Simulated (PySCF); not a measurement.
# I³⁺: ionisation energy in x2c-TZVPPall plus 1 even-tempered diffuse shell per l

Wanted: the ionisation energy of iodine, up a ladder of methods.

Program: PySCF 2.14.0. Level of theory: unrestricted determinants in a Gaussian basis, no spin-orbit coupling in the energies. These are calculated values, not measurements, unless marked.

**1. The atom as given**

| Property | Result |
| --- | --- |
| Element | iodine (Z = 53) |
| Basis | x2c-TZVPPall with one added diffuse shell each of s, p, d, f type (9s7p5d3f, 76 functions) |
| Hamiltonian | scalar relativity by spin-free X2C-1e |
| State 1 | I³⁺: [Kr] 4d10 5s2 5p2, high-spin 3P determinant |
| Needed too, but not shown | I²⁺ [Kr] 4d10 5s2 5p3 (4S) |
| Methods | UHF, LDA, PBE, PBE0, r2SCAN, HSE06, wB97X-V, B97-3, BLYP, MP2 |
| Core shells frozen in the correlated runs | valence: [Kr] 4d10; valence and next inner shell: [Ar] 3d10 (for I³⁺) |

Outer shells as boxes (Hund's rule):

I3+ [Kr] 4d10 5s2 5p2
```
[Kr] core
4d [↑↓][↑↓][↑↓][↑↓][↑↓]
5s [↑↓]
5p [↑ ][↑ ][  ]
```

One driver process ran all states and methods and kept the integrals in memory. Each run is shown as a PySCF script that sums up its settings (the driver passes frozen orbitals as a list and adds second-order terms of double hybrids); the logs are those of the runs themselves. The driver starts from symmetry-adapted Hartree-Fock orbitals, holds the occupation by maximum overlap and uses a logarithmic radial grid for functionals, so a plain start would take other cycles.

The integrals over 76 functions and the set-up took 1.6 s of CPU time.

**2. I³⁺**

UHF:

The input, input.py:

```python
from pyscf import gto, scf, dft, mp, cc
import basis_set_exchange as bse
mol = gto.M(atom="I 0 0 0", charge=3, spin=2, symmetry="D2h",
            basis=gto.basis.parse(bse.get_basis("x2c-TZVPPall", elements=["I"], fmt="nwchem", augment_diffuse=1)),
            nucmod="G")
mf = scf.UHF(mol).sfx2c1e()
mf.irrep_nelec = {'Ag': (9, 9), 'B1g': (2, 2), 'B2g': (2, 2), 'B3g': (2, 2), 'B1u': (4, 3), 'B2u': (4, 3), 'B3u': (3, 3)}
mf.kernel()
```

LDA:

input.py differs from the last one in:

```diff
@@ -5,3 +5,3 @@
             nucmod="G")
-mf = scf.UHF(mol).sfx2c1e()
+mf = dft.UKS(mol, xc="LDA,VWN").sfx2c1e()
 mf.irrep_nelec = {'Ag': (9, 9), 'B1g': (2, 2), 'B2g': (2, 2), 'B3g': (2, 2), 'B1u': (4, 3), 'B2u': (4, 3), 'B3u': (3, 3)}
```

PBE:

input.py differs from the last one in:

```diff
@@ -5,3 +5,3 @@
             nucmod="G")
-mf = dft.UKS(mol, xc="LDA,VWN").sfx2c1e()
+mf = dft.UKS(mol, xc="PBE").sfx2c1e()
 mf.irrep_nelec = {'Ag': (9, 9), 'B1g': (2, 2), 'B2g': (2, 2), 'B3g': (2, 2), 'B1u': (4, 3), 'B2u': (4, 3), 'B3u': (3, 3)}
```

PBE0:

input.py differs from the last one in:

```diff
@@ -5,3 +5,3 @@
             nucmod="G")
-mf = dft.UKS(mol, xc="PBE").sfx2c1e()
+mf = dft.UKS(mol, xc="PBE0").sfx2c1e()
 mf.irrep_nelec = {'Ag': (9, 9), 'B1g': (2, 2), 'B2g': (2, 2), 'B3g': (2, 2), 'B1u': (4, 3), 'B2u': (4, 3), 'B3u': (3, 3)}
```

r2SCAN:

input.py differs from the last one in:

```diff
@@ -5,3 +5,3 @@
             nucmod="G")
-mf = dft.UKS(mol, xc="PBE0").sfx2c1e()
+mf = dft.UKS(mol, xc="R2SCAN").sfx2c1e()
 mf.irrep_nelec = {'Ag': (9, 9), 'B1g': (2, 2), 'B2g': (2, 2), 'B3g': (2, 2), 'B1u': (4, 3), 'B2u': (4, 3), 'B3u': (3, 3)}
```

HSE06:

input.py differs from the last one in:

```diff
@@ -5,3 +5,3 @@
             nucmod="G")
-mf = dft.UKS(mol, xc="R2SCAN").sfx2c1e()
+mf = dft.UKS(mol, xc="HSE06").sfx2c1e()
 mf.irrep_nelec = {'Ag': (9, 9), 'B1g': (2, 2), 'B2g': (2, 2), 'B3g': (2, 2), 'B1u': (4, 3), 'B2u': (4, 3), 'B3u': (3, 3)}
```

wB97X-V:

input.py differs from the last one in:

```diff
@@ -5,3 +5,3 @@
             nucmod="G")
-mf = dft.UKS(mol, xc="HSE06").sfx2c1e()
+mf = dft.UKS(mol, xc="WB97X_V").sfx2c1e()
 mf.irrep_nelec = {'Ag': (9, 9), 'B1g': (2, 2), 'B2g': (2, 2), 'B3g': (2, 2), 'B1u': (4, 3), 'B2u': (4, 3), 'B3u': (3, 3)}
```

B97-3:

input.py differs from the last one in:

```diff
@@ -5,3 +5,3 @@
             nucmod="G")
-mf = dft.UKS(mol, xc="WB97X_V").sfx2c1e()
+mf = dft.UKS(mol, xc="HYB_GGA_XC_B97_3").sfx2c1e()
 mf.irrep_nelec = {'Ag': (9, 9), 'B1g': (2, 2), 'B2g': (2, 2), 'B3g': (2, 2), 'B1u': (4, 3), 'B2u': (4, 3), 'B3u': (3, 3)}
```

BLYP:

input.py differs from the last one in:

```diff
@@ -5,3 +5,3 @@
             nucmod="G")
-mf = dft.UKS(mol, xc="HYB_GGA_XC_B97_3").sfx2c1e()
+mf = dft.UKS(mol, xc="BLYP").sfx2c1e()
 mf.irrep_nelec = {'Ag': (9, 9), 'B1g': (2, 2), 'B2g': (2, 2), 'B3g': (2, 2), 'B1u': (4, 3), 'B2u': (4, 3), 'B3u': (3, 3)}
```

**3. I³⁺, continued**

MP2 (valence):

Edit input.py of step 2 so:

```diff
@@ -5,4 +5,5 @@
             nucmod="G")
-mf = dft.UKS(mol, xc="BLYP").sfx2c1e()
+mf = scf.UHF(mol).sfx2c1e()
 mf.irrep_nelec = {'Ag': (9, 9), 'B1g': (2, 2), 'B2g': (2, 2), 'B3g': (2, 2), 'B1u': (4, 3), 'B2u': (4, 3), 'B3u': (3, 3)}
 mf.kernel()
+mp.UMP2(mf, frozen=23).kernel()
```

MP2 (valence and next inner shell):

input.py differs from the last one in:

```diff
@@ -8,2 +8,2 @@
 mf.kernel()
-mp.UMP2(mf, frozen=23).kernel()
+mp.UMP2(mf, frozen=14).kernel()
```

Q: Predict the outcome of this session.

As calculated:

| quantity | value |
| --- | --- |
| ionisation energy, I²⁺ | UHF 29.839, MP2 (valence and next inner shell) 30.471 eV; reference 29.57 ± 0.025 |

Each level's miss (mean over 1 difference):

```tsv
method	mean absolute miss against the measured value (with the measured fine structure taken into account where it is known) (eV)
UHF	0.539
LDA	0.101
PBE	0.106
PBE0	0.008
r2SCAN	0.140
HSE06	0.034
wB97X-V	0.248
B97-3	0.246
BLYP	0.348
MP2 (valence)	0.143
SCS-MP2 (valence)	0.263
MP2 (valence and next inner shell)	0.093
SCS-MP2 (valence and next inner shell)	0.094
```

PBE0 lands nearest to the measured value (off by 0.01 eV); UHF misses by most (0.54 eV). Hartree-Fock falls short because the species with more electrons holds more correlation energy, which it lacks. PBE is off by -0.11 eV. All values hold for this basis alone; no basis-set limit was taken.
